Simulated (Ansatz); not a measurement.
# TaSiH₃+ (quartet): wave-function methods side by side, def2-TZVPP

The task here is to estimate one member of a computed series from the others.

Computed with Ansatz 0.2.0, Gaussian basis. Level: def2-TZVPP, core rule «outside noble gas», up to 9 orbitals frozen.

To be run: UHF; CCSD(T) on ROHF; CCSD(T) on UHF; CCSDT(Q) on ROHF; CCSDT(Q) on UHF.

2 further runs of the same task are left out: 2 set aside as unsound or not needed.

## The system

The geometry is a PBE0/def2-TZVP stationary point (not a proven minimum) of the parent state, kept for this charge and spin. No spin-orbit coupling is included. Elements past krypton take def2 core potentials.

5 atoms, charge 1, spin multiplicity 4.

Atoms are counted from 1 here; the program's logs count them from 0.

Bond lengths: Ta1–Si2 2.409 Å, Ta1–H5 1.882 Å, Si2–H3 1.482 Å, Si2–H4 1.482 Å, Si2–H5 1.672 Å. Angles: Si2–Ta1–H5 43.8°, Ta1–Si2–H3 122.8°, Ta1–Si2–H4 122.8°, Ta1–Si2–H5 51.1°, H3–Si2–H4 113.5°, H3–Si2–H5 106.1°, H4–Si2–H5 106.1°, Ta1–H5–Si2 85.1°.

The first run:

in.yaml reads:

```yaml
crystal:
  periodic: [false, false, false]
  atoms:
    - {symbol: Ta, position_ang: [0.000535, 0.000000, 0.356118]}
    - {symbol: Si, position_ang: [-0.052686, 0.000000, -2.052241]}
    - {symbol: H, position_ang: [0.050278, -1.239944, -2.857882]}
    - {symbol: H, position_ang: [0.050280, 1.239943, -2.857882]}
    - {symbol: H, position_ang: [1.271478, -0.000001, -1.031256]}
basis:
  gaussian: {orbitals: def2-TZVPP}
total_charge: 1
magnetization: {spin_polarized: true, initial_magnetization: 3}
hamiltonian: {xc: hf}
output: {orbitals: {seedname: orbitals}}
```

The run is started by

```console
$ ansatz run in.yaml --threads 1 --pin off --events-out ev --progress --plain --max-ram 4096MiB --backend cpu
```

Steps of the session up to this table: UHF; CCSD(T) on ROHF; CCSD(T) on UHF; CCSDT(Q) on ROHF; CCSDT(Q) on UHF.

One of the session's tables, all rows but one given; the rest of the session is left out.

It belongs to the step «Misses and costs». 

```
   method  from RCCSDT(Q) (kcal/mol)
     ROHF                    +156.51
      UHF                    +150.94
     RMP2                     +28.77
     UMP2                     +27.32
    RCCSD                      +7.88
    UCCSD                      +5.36
 RCCSD(T)                      +1.31
 UCCSD(T)                      -1.00
   RCCSDT                          ?
   UCCSDT                      -2.05
RCCSDT(Q)                          0
UCCSDT(Q)                      -2.42
```

Estimate the missing values for RCCSDT.

The run gave: from RCCSDT(Q) (kcal/mol): +0.35. In the column «from RCCSDT(Q) (kcal/mol)» it lies between RCCSDT(Q) (0) and RCCSD(T) (+1.31).

To keep in mind: Restricted and unrestricted rows rest on different reference determinants; where their highest levels disagree by more than a few hundredths of an eV, they describe different states and don't form one ladder.
